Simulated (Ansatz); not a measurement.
The system is KFeAs2.

```xyz
4
Lattice="-1.9804 1.9804 6.3830 1.9804 -1.9804 6.3830 1.9804 1.9804 -6.3830" Properties=species:S:1:pos:R:3 pbc="T T T"
As    0.0000    0.0000    4.2222
As    0.0000    0.0000    8.5438
Fe    1.9804    0.0000    3.1915
K     0.0000    0.0000    0.0000
```

The cell comes from a database or a generator and needn't be the stable form of this composition.

Alike in all runs: program Ansatz 0.2.0; functional PBE; potentials or basis Ansatz PAW; cutoff 420 eV (not typed: the program's choice for these potentials); k mesh 9 × 9 × 9; occupations fermi-dirac, width 0.05 eV.

The same cell was started in several ways:

```csv
start,free energy over the lowest (meV/atom),net moment (μB),site or absolute moments (μB),gap
"collinear spin, ferromagnetic start of up to 3 μB",0.0,0.61,As -0.02; Fe +0.62; K -0.00,none (metal or under the smearing width)
no spin polarisation,3.1,-,-,none (metal or under the smearing width)
"collinear spin, random start of up to 1.4 μB",0.0,-0.61,As +0.02; Fe -0.62; K +0.00,none (metal or under the smearing width)
```

Allowing spin polarisation gains 3 meV/atom. A still lower state may exist.

Caveats: a cell with one magnetic atom can't hold antiferromagnetic order, which such compounds often take (some runs).
